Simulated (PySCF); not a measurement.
# MP2/6-31G run of C2H6BClP− (SMILES C=C[BH-](P)Cl)

Aim: the vertical ionisation energy of C2H6BClP− at MP2/6-31G, from 2 runs. Input form: a Python script.

The calculation is run with PySCF 2.14.0.

### 1 Starting point

C2H6BClP− has 11 atoms, charge -1, and is taken as a singlet. As SMILES, `C=C[BH-](P)Cl`. The coordinates come from a GFN2-xTB relaxation. This is one conformer, not always the lowest.

Bond lengths: C1–C2 1.326 Å, C2–B3 1.591 Å, B3–P4 2.001 Å, B3–Cl5 1.876 Å, C1–H6 1.085 Å, C1–H7 1.081 Å, C2–H8 1.090 Å, B3–H9 1.198 Å, P4–H10 1.387 Å, P4–H11 1.387 Å. Some angles: C1–C2–B3 125.7°, C2–B3–P4 108.3°, C2–B3–Cl5 109.5°, P4–B3–Cl5 105.3°, C1–C2–H8 116.9°, B3–C2–H8 117.3°, C2–C1–H6 123.5°, C2–C1–H7 121.2°, C2–B3–H9 116.2°, P4–B3–H9 108.9°.

### 2 The energy at MP2/6-31G

File calc.py:

```python
# C=C[BH-](P)Cl
from pyscf import gto, scf, mp

mol = gto.Mole()
mol.atom = '''
C   -0.826620   0.882880   1.301970
C   -0.761070   0.331340   0.098250
B    0.517440   0.316600  -0.848990
P    1.396660  -1.473530  -0.692110
Cl  -0.027020   0.446080  -2.639490
H   -1.703690   0.828550   1.938820
H    0.013010   1.423840   1.715920
H   -1.648140  -0.198190  -0.250880
H    1.334290   1.168800  -0.646640
H    0.240050  -2.238310  -0.669590
H    1.465100  -1.488070   0.692730
'''
mol.verbose = 3
mol.charge = -1
mol.max_memory = 1860
mol.basis = '6-31g'
mol.build()

calc0 = scf.RHF(mol)
calc0.conv_tol = 1e-10
calc0.kernel()
if not calc0.converged:
    calc0 = calc0.newton().run(calc0.mo_coeff, calc0.mo_occ)

pt = mp.MP2(calc0, frozen=13).run()
energy = pt.e_tot
print('E = %.10f Eh' % energy)
```

Launch:

```bash
OMP_NUM_THREADS=1 python calc.py
```

Output:

```text
converged SCF energy = -904.062748340459
E(RMP2) = -904.402086281512  E_corr = -0.339337941052365
E(SCS-RMP2) = -904.406863387975  E_corr = -0.344115047516316
E = -904.4020862815 Eh
```

It took 1.9 s on 1 thread of Arm Neoverse V1, shared host; peak memory 0.14 GiB.

### 3 Doublet neutral C2H6BClP, same level

File job.py:

```python
from pyscf import gto, mp

system = gto.Mole()
system.atom = '''
C   -0.826620   0.882880   1.301970
C   -0.761070   0.331340   0.098250
B    0.517440   0.316600  -0.848990
P    1.396660  -1.473530  -0.692110
Cl  -0.027020   0.446080  -2.639490
H   -1.703690   0.828550   1.938820
H    0.013010   1.423840   1.715920
H   -1.648140  -0.198190  -0.250880
H    1.334290   1.168800  -0.646640
H    0.240050  -2.238310  -0.669590
H    1.465100  -1.488070   0.692730
'''
system.basis = '6-31g'
system.spin = 1
system.max_memory = 1860
system.charge = 0
system.verbose = 4
system.build()

calc0 = system.UHF()
calc0.conv_tol = 1e-10
calc0.kernel()
if not calc0.converged:
    calc0 = calc0.newton().run(calc0.mo_coeff, calc0.mo_occ)

pt = mp.MP2(calc0, frozen=13).run()
etot = pt.e_tot
print('E(%s) = %.9f' % ('MP2', etot))
```

Launch:

```bash
OMP_NUM_THREADS=1 python job.py
```

Output:

```text
PySCF version 2.14.0

[... 127 lines left out ...]
converged SCF energy = -903.955461833394  <S^2> = 0.90284491  2S+1 = 2.1474123
[... 1 line left out ...]
******** <class 'pyscf.mp.ump2.UMP2'> ********
nocc = (np.int64(15), np.int64(14)), nmo = (52, 52)
frozen orbitals 13
E(UMP2) = -904.278700439115  E_corr = -0.323238605721808
E(SCS-UMP2) = -904.28219716876  E_corr = -0.32673533536686
E_corr(same-spin) = -0.0705588363453566
E_corr(oppo-spin) = -0.252679769376451
E(MP2) = -904.278700439
```

It took 2.5 s on 1 thread of Arm Neoverse V1, shared host; peak memory 0.15 GiB.

### 4 Results

Level: MP2/6-31G, 13 core orbitals frozen.

| quantity | value |
| --- | --- |
| singlet C2H6BClP−: total energy | -904.40209 Eh |
| singlet C2H6BClP−: HOMO energy (Hartree–Fock orbitals) | -4.00 eV |
| singlet C2H6BClP−: LUMO energy (Hartree–Fock orbitals) | 8.78 eV |
| singlet C2H6BClP−: HOMO–LUMO gap (to an unbound level, set by the basis) | 12.78 eV |
| singlet C2H6BClP−: correlation energy (13 core orbitals frozen) | -339.3 mEh |
| doublet neutral C2H6BClP: total energy | -904.27870 Eh |
| doublet neutral C2H6BClP: dipole moment (Hartree–Fock density) | 5.82 D |
| doublet neutral C2H6BClP: HOMO energy (Hartree–Fock orbitals) (highest over α and β) | -10.25 eV |
| doublet neutral C2H6BClP: LUMO energy (Hartree–Fock orbitals) (lowest over α and β) | -1.88 eV |
| doublet neutral C2H6BClP: correlation energy (13 core orbitals frozen) | -323.2 mEh |
| doublet neutral C2H6BClP: ⟨S²⟩ of the reference determinant | 0.903 |
| vertical detachment energy (to the doublet neutral) | 3.357 eV |

In words: Removing an electron at fixed nuclei costs 3.36 eV (324 kJ/mol). ⟨S²⟩ (doublet neutral C2H6BClP) is 0.90 where a pure doublet has 0.75: the reference is spin-contaminated.
